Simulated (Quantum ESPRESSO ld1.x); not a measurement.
**Ionisation energy and size from Cu³⁺ to Au³⁺**

Aim: how ionisation energy and size change along these elements, and how far this level of theory lands from NIST. Each species and its ion are run in their NIST ground configurations.

Method: Dirac Kohn-Sham, PW91, spin-unpolarised, spherical densities, point nucleus; open shells are shared between the two j in proportion to 2j + 1. Code: Quantum ESPRESSO ld1.x 7.5.

### Step 1. Starting point

```
species : Cu³⁺, Ag³⁺, Au³⁺
runs    : 6, each species and its next ion
```

### Step 2. Cu³⁺, [Ar] 3d8

ld1.in

```fortran
 &input
    zed=29.0,
    iswitch=1,
    rel=2,
    dft='PW91',
    config='[Ar] 3d8',
    rel_dist='average',
    lsmall=.true.,
    prefix='ld1',
    max_out_wfc=37,
    file_charge='ld1.rho',
 /
```

### Step 3. Cu⁴⁺, [Ar] 3d7

Edit ld1.in of step 2 so:

```diff
@@ -5,3 +5,3 @@
     dft='PW91',
-    config='[Ar] 3d8',
+    config='[Ar] 3d7',
     rel_dist='average',
```

### Step 4. Ag³⁺, [Kr] 4d8

ld1.in

```fortran
 &input
    zed=47.0,
    iswitch=1,
    rel=2,
    dft='PW91',
    config='[Kr] 4d8',
    rel_dist='average',
    lsmall=.true.,
    prefix='ld1',
    max_out_wfc=37,
    file_charge='ld1.rho',
 /
```

### Step 5. Ag⁴⁺, [Kr] 4d7

Edit ld1.in of step 4 so:

```diff
@@ -5,3 +5,3 @@
     dft='PW91',
-    config='[Kr] 4d8',
+    config='[Kr] 4d7',
     rel_dist='average',
```

### Step 6. Au³⁺, [Xe] 4f14 5d8

ld1.in

```fortran
 &input
    zed=79.0,
    iswitch=1,
    rel=2,
    dft='PW91',
    config='[Xe] 4f14 5d8',
    rel_dist='average',
    lsmall=.true.,
    prefix='ld1',
    max_out_wfc=37,
    file_charge='ld1.rho',
 /
```

### Step 7. Au⁴⁺, [Xe] 4f14 5d7

Edit ld1.in of step 6 so:

```diff
@@ -5,3 +5,3 @@
     dft='PW91',
-    config='[Xe] 4f14 5d8',
+    config='[Xe] 4f14 5d7',
     rel_dist='average',
```

What does the calculation give? Wanted: for each run, species; configuration; Δ-SCF; NIST; −ε(HOMO); its level; widest level; its <r>.

As calculated:

```
species  configuration  Δ-SCF (eV)          NIST (eV)  −ε(HOMO) (eV)  its level  widest level  its <r> (bohr)
   Cu³⁺       [Ar] 3d8      59.835  57.38 (semi-emp.)         48.897      3d5/2         3d5/2           0.858
   Ag³⁺       [Kr] 4d8      51.795        49 (theory)         43.547      4d5/2         4d5/2            1.25
   Au³⁺  [Xe] 4f14 5d8      47.777        45 (theory)         39.951      5d5/2         5d5/2            1.45
```

Reference values: NIST Atomic Spectra Database (exp. measured, semi-emp. semi-empirical, theory a theoretical value adopted there). By these runs, which need not match the measured order, Cu³⁺ holds its electron most tightly (59.835 eV) and Au³⁺ least (47.777 eV); the widest outer orbital is the 5d5/2 of Au³⁺. Spin polarisation and multiplet splitting are left out, so open shells lie too high by an amount that depends on their filling. Sharing an open shell by 2j + 1 raises it above the true ground level by a part of the spin-orbit splitting, which enters the differences from NIST.
